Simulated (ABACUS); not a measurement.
# HPbNO4 in ABACUS: the effect of functional

HPbNO4:

```
CELL_PARAMETERS angstrom
3.77902 0.00000 0.00000
-0.04215 5.42207 0.00000
-0.41116 -1.69996 5.66807
ATOMIC_POSITIONS crystal
Pb 0.61029 0.52127 0.15100
O 0.01384 0.13639 0.88084
O 0.72398 0.01057 0.12858
O 0.00389 0.73732 0.87043
O 0.11927 0.59324 0.37651
N 0.91580 0.96263 0.95867
H 0.10913 0.65718 0.54463
```

The cell was built by a generator and needn't be a form met in nature.

The cell isn't the ideal one: volume scaled by 0.94.

Alike in all runs:

| Property | Result |
| --- | --- |
| Program | ABACUS 3.10.1 |
| Task | equation of state |
| Potentials or basis | SG15 ONCV 1.2 PBE |
| Cutoff | 1361 eV |
| Density cutoff | 5442 eV |
| Basis | DZP LCAO (the cutoffs set its grid) |
| k mesh | 5 × 4 × 4 |
| Occupations | fermi-dirac, width 0.05 eV |
| Spin | no spin polarisation |

```csv
functional,gap on the mesh (eV),pressure (GPa),largest force (eV/Å)
LDA,3.17,6.1,3.52
PBE,?,?,?
PBEsol,3.18,7.6,3.47
BLYP,3.15,11.6,4.25
PW91,3.16,9.2,3.68
r2SCAN,3.69,6.7,3.15
```

Task: What does the run with functional PBE give?

Result: gap on the mesh 3.17 eV; pressure 9.4 GPa; largest force 3.64 eV/Å.

Caveats: the atomic orbitals were generated for these runs and aren't a published set; spin-orbit coupling is left out, which as a rule narrows the gap of such compounds by several tenths of an eV; an odd mesh through Γ misses points on the zone boundary, where band edges often lie; the basis of atomic orbitals isn't converged, which shifts pressures, moduli and gaps; the potentials were made for another functional, which shifts forces and pressure (some runs); forces of over 1 eV/Å show positions far from the minimum, so gaps and moduli don't describe the material at rest (some runs).
